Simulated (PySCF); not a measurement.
# CuH5S5 (-2): ligand-field states, part 1 of 2

Wanted: ligand-field states for CuH5S5 (-2).

Computed with PySCF 2.14.0 and routines of our own; the level stands in each step. Atoms count from 0.

### Step 1. The starting structure

11 atoms, charge -2, states of the metal's open shell are computed; geometry from: model geometry, bond lengths from ionic radii.

### Step 2. Ligand-field states: state-averaged CASSCF in water

What the job is given:

```
{"job": {"kind": "lf", "basis": {"metal": "x2c-TZVPall", "ligand": "x2c-SVPall"}, "nevpt": true, "solvent": "water"}, "charge": -2, "metal": "Cu", "open_shell": "d8"}
Cu     0.000000     0.000000     0.000000
S      0.000000     0.000000     2.220000
H      1.320000     0.000000     2.470000
S      2.186273     0.000000    -0.385499
H      2.432475     1.320000    -0.428911
S     -2.186273     0.000000    -0.385499
H     -2.432475    -1.320000    -0.428911
S      0.000000     2.186273    -0.385499
H     -1.320000     2.432475    -0.428911
S     -0.000000    -2.186273    -0.385499
H      1.320000    -2.432475    -0.428911
```

Method: state-averaged CASSCF of the metal d shell, SC-NEVPT2 on the averaged canonical orbitals, state-interaction spin-orbit coupling.

Run with:

```
OMP_NUM_THREADS=1 python lf_run.py task.json out
```

One launch serves the whole session: the jobs run in the order shown.

Standard output:

```text
basis functions 163, electrons 116, active (8e, 5o)
stage 1: DIIS on the effective Fock matrix, level shift 0.30
cycle   1  E = -3640.4271357266  dE = -3.640e+03  max|g| = 3.765e+00
cycle   2  E = -3644.5653437034  dE = -4.138e+00  max|g| = 2.132e+00
cycle   3  E = -3636.9860732460  dE =  7.579e+00  max|g| = 4.596e+00
cycle   4  E = -3647.8551235107  dE = -1.087e+01  max|g| = 6.381e-01
cycle   5  E = -3648.1941902309  dE = -3.391e-01  max|g| = 3.077e-01
cycle   6  E = -3648.3611335466  dE = -1.669e-01  max|g| = 5.293e-02
cycle   7  E = -3648.4395588635  dE = -7.843e-02  max|g| = 4.457e-02
cycle   8  E = -3648.4706370698  dE = -3.108e-02  max|g| = 3.617e-02
cycle   9  E = -3648.4861412324  dE = -1.550e-02  max|g| = 3.001e-02
cycle  10  E = -3648.4849149082  dE =  1.226e-03  max|g| = 5.665e-02
cycle  11  E = -3648.4815665984  dE =  3.348e-03  max|g| = 6.731e-02
cycle  12  E = -3648.4652699954  dE =  1.630e-02  max|g| = 1.168e-01
cycle  13  E = -3648.4388131741  dE =  2.646e-02  max|g| = 1.939e-01
cycle  14  E = -3648.4140939400  dE =  2.472e-02  max|g| = 2.552e-01
cycle  15  E = -3648.3993399752  dE =  1.475e-02  max|g| = 2.836e-01
stage 2: quasi-Newton rotations from the point of smallest gradient
cycle  17  E = -3648.4985896265  dE = -1.245e-02  max|g| = 3.979e-02
cycle  18  E = -3648.4995157224  dE = -9.261e-04  max|g| = 1.157e-01
cycle  19  E = -3648.5103976644  dE = -1.088e-02  max|g| = 2.960e-02
cycle  20  E = -3648.5130748359  dE = -2.677e-03  max|g| = 1.511e-02
cycle  21  E = -3648.5148731672  dE = -1.798e-03  max|g| = 1.678e-02
cycle  22  E = -3648.5153299901  dE = -4.568e-04  max|g| = 2.940e-03
cycle  23  E = -3648.5154025305  dE = -7.254e-05  max|g| = 1.140e-03
cycle  24  E = -3648.5154270989  dE = -2.457e-05  max|g| = 5.960e-04
cycle  25  E = -3648.5154291577  dE = -2.059e-06  max|g| = 3.300e-04
cycle  26  E = -3648.5154299193  dE = -7.615e-07  max|g| = 1.209e-04
cycle  27  E = -3648.5154299882  dE = -6.894e-08  max|g| = 7.130e-05
cycle  28  E = -3648.5154300159  dE = -2.769e-08  max|g| = 3.656e-05
cycle  29  E = -3648.5154300197  dE = -3.842e-09  max|g| = 1.545e-05
cycle  30  E = -3648.5154300215  dE = -1.790e-09  max|g| = 1.077e-05
cycle  31  E = -3648.5154300217  dE = -1.514e-10  max|g| = 4.116e-06
converged average energy = -3648.5154300217

 mult deg   label        CASSCF/cm-1   NEVPT2/cm-1
   1   1   1G                  0.0           0.0
   3   1   3F              -6042.8        4848.2
   1   1   1D               4425.5       13854.0
   3   1   3F              -2307.5       26622.4
   3   1   3F              -1602.8       30010.1
   1   1   1D               9454.4       35761.3
   1   1   1G              20970.8       37040.1
   1   1   1D              10280.9       39232.2
   3   1   3F               5484.8       48000.5
   3   1   3F              13727.2       50766.3
   3   1   3F              13827.3       53796.7
   1   1   1G              14363.9       53875.1
   1   1   1G              23982.9       54903.2
   3   1   3F               9291.2       55960.3
   1   1   1G              24801.5       58053.5
   3   1   3P              21805.4       64446.4
   1   1   1D              23170.7       66231.2
   3   1   3P              26872.7       72090.6
   3   1   3P              28033.7       75150.2
   1   1   1G              34619.0       75406.0
   1   1   1G              35171.3       76410.2
   1   1   1G              39793.3       87859.8
   1   1   1G              41992.4       88608.2
   1   1   1G              41962.1       91439.6
   1   1   1S              68742.9      108095.8

spin-orbit levels / cm-1
      0.00  x1  1G 1.00
   4838.99  x1  3F 1.00
   4841.80  x1  3F 1.00
   4842.64  x1  3F 1.00
  13831.30  x1  1D 1.00
  26588.34  x1  3F 0.98
  26590.09  x1  3F 0.98
  26638.33  x1  3F 1.00
  30008.39  x1  3F 0.99
  30085.20  x1  3F 0.98
  30086.92  x1  3F 0.98
  35797.60  x1  1D 0.99
  37017.60  x1  1G 1.00
  39249.58  x1  1D 1.00
  47992.64  x1  3F 0.98
  48003.65  x1  3F 0.99
  48016.17  x1  3F 0.99
  50718.39  x1  3F 0.97
  50727.83  x1  3F 0.97
  50797.57  x1  3F 0.99
  53510.78  x1  3F 0.82 1G 0.10 3F 0.08
  53615.87  x1  3F 0.68 1G 0.29
  53716.45  x1  3F 0.86 1G 0.10 3F 0.03
  54111.18  x1  1G 0.61 3F 0.39
  54980.53  x1  1G 0.84 3F 0.13
  55984.66  x1  3F 0.95 1G 0.03
  56216.09  x1  3F 0.93 3F 0.06
  56236.68  x1  3F 0.89 1G 0.06 3F 0.04
  58157.81  x1  1G 0.96 3F 0.04
  64510.65  x1  3P 1.00
```

It took 18 s on 1 thread of Arm Neoverse V1, shared host; peak memory 0.41 GiB.

Warnings kept with the result: strongly covalent, metal-shell active space is small for this complex.

Key values:

| quantity | value |
| --- | --- |
| spin-orbit constant ζ | 680 cm⁻¹ |

Powder susceptibility:

| T (K) | χT (cm³ K/mol) | μ(eff) |
| --- | --- | --- |
| 2 | 0.000 | 0.02 |
| 5 | 0.000 | 0.03 |
| 10 | 0.000 | 0.04 |
| 20 | 0.000 | 0.05 |
| 30 | 0.001 | 0.07 |
| 50 | 0.001 | 0.09 |
| 75 | 0.001 | 0.10 |
| 100 | 0.002 | 0.12 |
| 150 | 0.003 | 0.15 |
| 200 | 0.004 | 0.17 |
| 250 | 0.005 | 0.19 |
| 300 | 0.005 | 0.21 |

### Step 3. Ligand-field states: state-averaged CASSCF (apical angle at 90°) in water

What the job is given:

```
{"job": {"kind": "lf", "basis": {"metal": "x2c-TZVPall", "ligand": "x2c-SVPall"}, "nevpt": true, "solvent": "water", "reuse": true}, "charge": -2, "metal": "Cu", "open_shell": "d8"}
Cu     0.000000     0.000000     0.000000
S      0.000000     0.000000     2.220000
H      1.320000     0.000000     2.470000
S      2.220000     0.000000     0.000000
H      2.470000     1.320000     0.000000
S     -2.220000     0.000000     0.000000
H     -2.470000    -1.320000     0.000000
S      0.000000     2.220000     0.000000
H      0.000000     2.470000     1.320000
S     -0.000000    -2.220000     0.000000
H     -0.000000    -2.470000    -1.320000
```

Level: state-averaged CASSCF of the metal d shell, SC-NEVPT2 on the averaged canonical orbitals, state-interaction spin-orbit coupling.

Standard output:

```text
basis functions 163, electrons 116, active (8e, 5o)
start from the orbitals of the previous structure
stage 1: DIIS on the effective Fock matrix, level shift 0.30
cycle   1  E = -3639.5631874938  dE = -3.640e+03  max|g| = 2.212e+00
cycle   2  E = -3646.5879826659  dE = -7.025e+00  max|g| = 9.179e-01
cycle   3  E = -3647.7069776053  dE = -1.119e+00  max|g| = 5.476e-01
cycle   4  E = -3647.8110321793  dE = -1.041e-01  max|g| = 3.463e-01
cycle   5  E = -3648.0862480052  dE = -2.752e-01  max|g| = 2.571e-01
cycle   6  E = -3648.2458429826  dE = -1.596e-01  max|g| = 1.381e-01
cycle   7  E = -3648.3315780662  dE = -8.574e-02  max|g| = 1.027e-01
cycle   8  E = -3648.3798463797  dE = -4.827e-02  max|g| = 6.004e-02
cycle   9  E = -3648.4034433573  dE = -2.360e-02  max|g| = 4.989e-02
cycle  10  E = -3648.4205647407  dE = -1.712e-02  max|g| = 3.114e-02
...
cycle  33  E = -3648.4691457741  dE = -2.326e-04  max|g| = 7.767e-03
cycle  34  E = -3648.4693381351  dE = -1.924e-04  max|g| = 3.452e-03
cycle  35  E = -3648.4693993717  dE = -6.124e-05  max|g| = 1.708e-03
cycle  36  E = -3648.4694207802  dE = -2.141e-05  max|g| = 1.125e-03
cycle  37  E = -3648.4694257862  dE = -5.006e-06  max|g| = 4.041e-04
cycle  38  E = -3648.4694273699  dE = -1.584e-06  max|g| = 1.971e-04
cycle  39  E = -3648.4694275955  dE = -2.257e-07  max|g| = 9.884e-05
cycle  40  E = -3648.4694276548  dE = -5.926e-08  max|g| = 3.559e-05
cycle  41  E = -3648.4694276704  dE = -1.559e-08  max|g| = 3.015e-05
cycle  42  E = -3648.4694276750  dE = -4.655e-09  max|g| = 1.283e-05
cycle  43  E = -3648.4694276760  dE = -9.454e-10  max|g| = 5.034e-06
converged average energy = -3648.4694276760

 mult deg   label        CASSCF/cm-1   NEVPT2/cm-1
   1   1   1G                  0.0           0.0
   3   1   3F              -4534.0          73.1
   1   1   1D               5364.1        8356.0
   1   1   1G              22257.0       26275.5
   3   1   3F                781.2       30253.5
   3   1   3F               1143.9       34299.0
   3   1   3P               7127.4       37975.8
   1   1   1D              12110.0       39228.2
   3   1   3F               9111.4       42015.7
   1   1   1G              14711.8       42885.6
   1   1   1D              12570.6       43092.6
   3   1   3F              15698.4       48668.1
   1   1   1D              21144.5       51382.1
   3   1   3F              16606.3       52405.5
   1   1   1G              25373.2       53251.3
   1   1   1G              27074.5       57378.1
   3   1   3P              28946.6       68522.1
   3   1   3P              28551.3       68945.8
   3   1   3P              30007.6       70376.2
   1   1   1G              40939.2       79914.0
   1   1   1G              41189.1       80517.7
   1   1   1G              43009.7       82815.1
   1   1   1G              43196.6       83686.5
   1   1   1G              43983.9       84787.7
   1   1   1S              68443.8       89722.1

spin-orbit levels / cm-1
      0.00  x1  1G 0.94 3F 0.06
     78.13  x1  3F 1.00
     78.76  x1  3F 1.00
     84.03  x1  3F 0.94 1G 0.06
   8352.57  x1  1D 1.00
  26269.47  x1  1G 1.00
  30215.30  x1  3F 0.98
  30223.21  x1  3F 0.99
  30253.41  x1  3F 0.99
  34249.17  x1  3F 0.98
  34327.92  x1  3F 0.97
  34349.46  x1  3F 0.98
  38010.98  x1  3P 0.97
  38016.07  x1  3P 0.97
  38069.73  x1  3P 0.98
  39312.15  x1  1D 0.96 3P 0.03
  41972.20  x1  3F 0.99
  41981.31  x1  3F 0.99
  42008.44  x1  3F 0.99
  42937.68  x1  1G 0.99
  43139.09  x1  1D 0.99
  48710.01  x1  3F 0.99
  48737.25  x1  3F 0.99
  48753.12  x1  3F 0.99
  51366.91  x1  1D 0.98
  52339.03  x1  3F 0.88 1G 0.12
  52458.51  x1  3F 0.99
  52476.43  x1  3F 0.99
  53421.39  x1  1G 0.88 3F 0.12
  57419.42  x1  1G 1.00
```

It took 19 s on 1 thread of Arm Neoverse V1, shared host; peak memory 0.45 GiB.

Warnings kept with the result: an active orbital is not mainly the metal shell.

An active orbital is only 60 % metal, under the run's own bar for a metal shell, so levels, ζ, ground spin and magnetism of this run may not be those of the metal's shell and are not read here.

### Step 4. Ligand-field states: state-averaged CASSCF (apical angle at 95°) in water

What the job is given:

```
{"job": {"kind": "lf", "basis": {"metal": "x2c-TZVPall", "ligand": "x2c-SVPall"}, "nevpt": true, "solvent": "water", "reuse": true}, "charge": -2, "metal": "Cu", "open_shell": "d8"}
Cu     0.000000     0.000000     0.000000
S      0.000000     0.000000     2.220000
H      1.320000     0.000000     2.470000
S      2.211552     0.000000    -0.193486
H      2.460601     1.320000    -0.215275
S     -2.211552     0.000000    -0.193486
H     -2.460601    -1.320000    -0.215275
S      0.000000     2.211552    -0.193486
H     -1.320000     2.460601    -0.215275
S     -0.000000    -2.211552    -0.193486
H      1.320000    -2.460601    -0.215275
```

Level: state-averaged CASSCF of the metal d shell, SC-NEVPT2 on the averaged canonical orbitals, state-interaction spin-orbit coupling.

Standard output:

```text
basis functions 163, electrons 116, active (8e, 5o)
start from the orbitals of the previous structure
stage 1: DIIS on the effective Fock matrix, level shift 0.30
cycle   1  E = -3642.3079217298  dE = -3.642e+03  max|g| = 1.248e+00
cycle   2  E = -3647.1491364159  dE = -4.841e+00  max|g| = 7.658e-01
cycle   3  E = -3647.8257382441  dE = -6.766e-01  max|g| = 4.362e-01
cycle   4  E = -3647.9583756874  dE = -1.326e-01  max|g| = 5.576e-01
cycle   5  E = -3648.2107529876  dE = -2.524e-01  max|g| = 2.184e-01
cycle   6  E = -3648.3267727911  dE = -1.160e-01  max|g| = 1.678e-01
cycle   7  E = -3648.3887207227  dE = -6.195e-02  max|g| = 9.600e-02
cycle   8  E = -3648.4168054380  dE = -2.808e-02  max|g| = 9.358e-02
cycle   9  E = -3648.4382828751  dE = -2.148e-02  max|g| = 9.531e-02
cycle  10  E = -3648.4409606952  dE = -2.678e-03  max|g| = 6.931e-02
...
cycle  42  E = -3648.4919920301  dE = -5.348e-07  max|g| = 1.916e-04
cycle  43  E = -3648.4919922661  dE = -2.360e-07  max|g| = 8.593e-05
cycle  44  E = -3648.4919923792  dE = -1.131e-07  max|g| = 5.128e-05
cycle  45  E = -3648.4919924968  dE = -1.175e-07  max|g| = 7.006e-05
cycle  46  E = -3648.4919925483  dE = -5.152e-08  max|g| = 4.694e-05
cycle  47  E = -3648.4919925822  dE = -3.393e-08  max|g| = 2.909e-05
cycle  48  E = -3648.4919925932  dE = -1.099e-08  max|g| = 2.245e-05
cycle  50  E = -3648.4919925974  dE = -4.161e-09  max|g| = 2.349e-05
cycle  51  E = -3648.4919925996  dE = -2.203e-09  max|g| = 6.435e-05
cycle  52  E = -3648.4919926016  dE = -1.990e-09  max|g| = 2.426e-05
cycle  53  E = -3648.4919926022  dE = -6.607e-10  max|g| = 8.410e-06
converged average energy = -3648.4919926022

 mult deg   label        CASSCF/cm-1   NEVPT2/cm-1
   1   1   1G                  0.0           0.0
   3   1   3F             -84944.4       68298.8
   1   1   1D             -79322.6       68585.6
   1   1   1G            -103699.0       72004.7
   3   1   3F            -102065.7       77065.1
   1   1   1G            -115535.1       77253.8
   3   1   3F            -121304.6       77410.7
   3   1   3F            -108711.0       82064.0
   1   1   1D            -113362.0       82331.9
   1   1   1S             -46226.7       89677.6
   1   1   1G             -95017.1       93360.4
   3   1   3F            -105003.6       94090.3
   1   1   1G             -97187.5       94696.4
   1   1   1D             -94822.4       98559.5
   1   1   1G            -103981.4      100618.0
   1   1   1G             -98608.9      101474.2
   3   1   3P             -94327.5      101842.1
   3   1   3F            -103382.4      102151.6
   3   1   3P             -92862.3      103909.9
   3   1   3F            -104035.2      104232.6
   1   1   1G             -89447.7      105937.3
   1   1   1G             -87799.1      106593.1
   1   1   1G             -61305.3      109871.6
   3   1   3F             -73849.2      111267.9
   1   1   1G             -60559.6      113174.6

spin-orbit levels / cm-1
      0.00  x1  1G 1.00
  68282.57  x1  3F 1.00
  68287.15  x1  3F 1.00
  68287.54  x1  3F 1.00
  68573.78  x1  1D 1.00
  72002.50  x1  1G 1.00
  76812.94  x1  3F 0.69 3F 0.30
  76814.49  x1  3F 0.70 3F 0.30
  76912.40  x1  3F 0.69 1G 0.31
  77361.14  x1  1G 0.68 3F 0.31
  77382.33  x1  3F 1.00
  77613.96  x1  3F 0.69 3F 0.30
  77616.66  x1  3F 0.69 3F 0.30
  81964.32  x1  3F 0.75 1D 0.25
  82078.10  x1  3F 0.99
  82079.54  x1  3F 0.99
  82418.05  x1  1D 0.75 3F 0.24
  89611.21  x1  1S 0.99
  93275.61  x1  1G 0.90 3F 0.10
  94059.65  x1  3F 0.93 1G 0.07
  94094.71  x1  3F 1.00
  94181.17  x1  3F 0.90 1G 0.10
  94671.90  x1  1G 0.92 3F 0.07
  98550.62  x1  1D 0.99
 100553.03  x1  1G 0.96 3F 0.04
 101429.82  x1  1G 0.96
 101805.64  x1  3P 0.98
 101827.86  x1  3P 0.99
 101836.08  x1  3P 0.94
 102105.35  x1  3F 0.97
```

It took 23 s on 1 thread of Arm Neoverse V1, shared host; peak memory 0.41 GiB.

Warnings kept with the result: an active orbital is not mainly the metal shell.

An active orbital is only 0 % metal, under the run's own bar for a metal shell, so levels, ζ, ground spin and magnetism of this run may not be those of the metal's shell and are not read here.

(Continued in part 2 of 2.)
